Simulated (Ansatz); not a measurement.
# LaPd3S4: the cost of one run

Method: DFT PBEsol, scalar-relativistic, plane waves, PAW, in Ansatz 0.2.0.

## 1. The starting structure

It takes space group Pm-3n (No. 223, cubic). Conventional cell: a = 6.765 Å, b = 6.765 Å, c = 6.765 Å, α = 90.00°, β = 90.00°, γ = 90.00°. La (site symmetry m-3) is surrounded by 8 S at 2.93 Å. Pd (site symmetry -4m2) is surrounded by 4 S at 2.39 Å. S (site symmetry 32) is surrounded by 3 Pd at 2.39 Å and 2 La at 2.93 Å.

Structure file:

```
La Pd S
1.0
     6.76503    0.00000    0.00000
     0.00000    6.76503    0.00000
     0.00000    0.00000    6.76503
La Pd S
2 6 8
Direct
  0.50000 0.50000 0.50000
  0.00000 0.00000 0.00000
  0.75000 0.00000 0.50000
  0.50000 0.75000 0.00000
  0.00000 0.50000 0.75000
  0.00000 0.50000 0.25000
  0.25000 0.00000 0.50000
  0.50000 0.25000 0.00000
  0.75000 0.25000 0.25000
  0.25000 0.25000 0.75000
  0.25000 0.75000 0.25000
  0.75000 0.75000 0.75000
  0.25000 0.75000 0.75000
  0.75000 0.75000 0.25000
  0.25000 0.25000 0.25000
  0.75000 0.25000 0.75000
```

The structure comes from the Materials Project (structure only).

(A quick probe on a coarse mesh, which set the mesh and smearing, is not shown.)

## 3. Full relaxation

The input, input.yaml:

```yaml
crystal:
  lattice:
    - [6.7650254, 0.0, 0.0]
    - [0.0, 6.7650254, 0.0]
    - [0.0, 0.0, 6.7650254]
  atoms:
    - { symbol: La, position: [0.5, 0.5, 0.5] }
    - { symbol: La, position: [0.0, 0.0, 0.0] }
    - { symbol: Pd, position: [0.75, 0.0, 0.5] }
    - { symbol: Pd, position: [0.5, 0.75, 0.0] }
    - { symbol: Pd, position: [0.0, 0.5, 0.75] }
    - { symbol: Pd, position: [0.0, 0.5, 0.25] }
    - { symbol: Pd, position: [0.25, 0.0, 0.5] }
    - { symbol: Pd, position: [0.5, 0.25, 0.0] }
    - { symbol: S, position: [0.75, 0.25, 0.25] }
    - { symbol: S, position: [0.25, 0.25, 0.75] }
    - { symbol: S, position: [0.25, 0.75, 0.25] }
    - { symbol: S, position: [0.75, 0.75, 0.75] }
    - { symbol: S, position: [0.25, 0.75, 0.75] }
    - { symbol: S, position: [0.75, 0.75, 0.25] }
    - { symbol: S, position: [0.25, 0.25, 0.25] }
    - { symbol: S, position: [0.75, 0.25, 0.75] }
basis:
  ecutwfc: 420
kpoints:
  mp_grid: { grid: [6, 6, 6] }
hamiltonian:
  xc: pbesol
scf:
  occupations: { method: gaussian, width: 0.1 }
output:
  forces: true
  stress: true
  eigenvalues: true
  write_density: true
  write_potential: true
  elf: true
  volumetric_format: npy
relax:
  adjacent_minimum: "off"
  f_tol: 0.005
  max_steps: 80
  cell: { stress_tol: 0.05 }
```

Launch:

```console
ansatz run input.yaml --threads 4 --pin off --max-ram 10240MiB --backend cpu --events-out ev --progress --plain --runs-dir out
```

Q: Estimate wall time and peak memory on 4 threads of Arm Neoverse N1, shared host.

About 1.8 min, with a peak of 1.3 GiB.
